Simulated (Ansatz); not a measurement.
# Si2P: the cost of one run

Program: Ansatz 0.2.0. Level of theory: DFT PBE, scalar-relativistic, plane waves, PAW. These are calculated values, not measurements.

2 further runs of the same task are left out: 1 that didn't finish, 1 set aside as unsound or not needed.

### Step 1. Starting point

Symmetry: P4/nmm, No. 129, tetragonal system. Conventional cell: a = 3.726 Å, b = 3.726 Å, c = 6.135 Å, α = 90.00°, β = 90.00°, γ = 90.00°. Si (site symmetry -4m2) is surrounded by 4 P at 2.47 Å and 8 Si at 2.63 to 2.75 Å. Si (site symmetry 4mm) is surrounded by 5 P at 2.48 to 2.66 Å and 4 Si at 2.75 Å. P (site symmetry 4mm) is surrounded by 9 Si at 2.47 to 2.66 Å.

Coordinates:

```cif
data_structure
_symmetry_space_group_name_H-M 'P4/nmm:1'
_symmetry_Int_Tables_number 129
_cell_length_a 3.7255
_cell_length_b 3.7255
_cell_length_c 6.1352
_cell_angle_alpha 90.000
_cell_angle_beta 90.000
_cell_angle_gamma 90.000
_cell_volume 85.15
loop_
_atom_site_label
_atom_site_type_symbol
_atom_site_symmetry_multiplicity
_atom_site_Wyckoff_symbol
_atom_site_fract_x
_atom_site_fract_y
_atom_site_fract_z
_atom_site_occupancy
Si1 Si 2 a 0.00000 0.00000 0.00000 1
Si2 Si 2 c 0.00000 0.50000 0.33000 1
P1 P 2 c 0.00000 0.50000 0.73500 1
```

A structure generator made this guess: species swapped into a database cell of Fe2As (P4/nmm, No. 129), with Si on the Fe sites and P on the As sites. The dimensions are guesses.

### Step 2. Probe: one point on a coarse mesh

input.yaml

```yaml
crystal:
  lattice:
    - [3.72550196, 0.0, 0.0]
    - [0.0, 3.72550196, 0.0]
    - [0.0, 0.0, 6.13521446]
  atoms:
    - { symbol: Si, position: [0.0, 0.0, 0.0] }
    - { symbol: Si, position: [0.5, 0.5, 0.0] }
    - { symbol: Si, position: [0.0, 0.5, 0.33000001] }
    - { symbol: Si, position: [0.5, 0.0, 0.66999999] }
    - { symbol: P, position: [0.0, 0.5, 0.73500001] }
    - { symbol: P, position: [0.5, 0.0, 0.26499999] }
basis:
  ecutwfc: 420
kpoints:
  mp_grid: { grid: [6, 6, 4] }
hamiltonian:
  xc: pbe
scf:
  occupations: { method: gaussian, width: 0.1 }
  lower_state_search: "off"
output:
  forces: true
  stress: true
  eigenvalues: true
```

The run is started by

```console
> ansatz run input.yaml --threads 1 --pin off --max-ram 2560MiB --backend cpu --events-out ev --progress --plain --runs-dir out
```

**Question.** How long does this run take on 1 thread of AMD EPYC 7R43 (Zen 3), shared host, and how much memory does it need?

About 5.2 s, with a peak of 0.39 GiB.
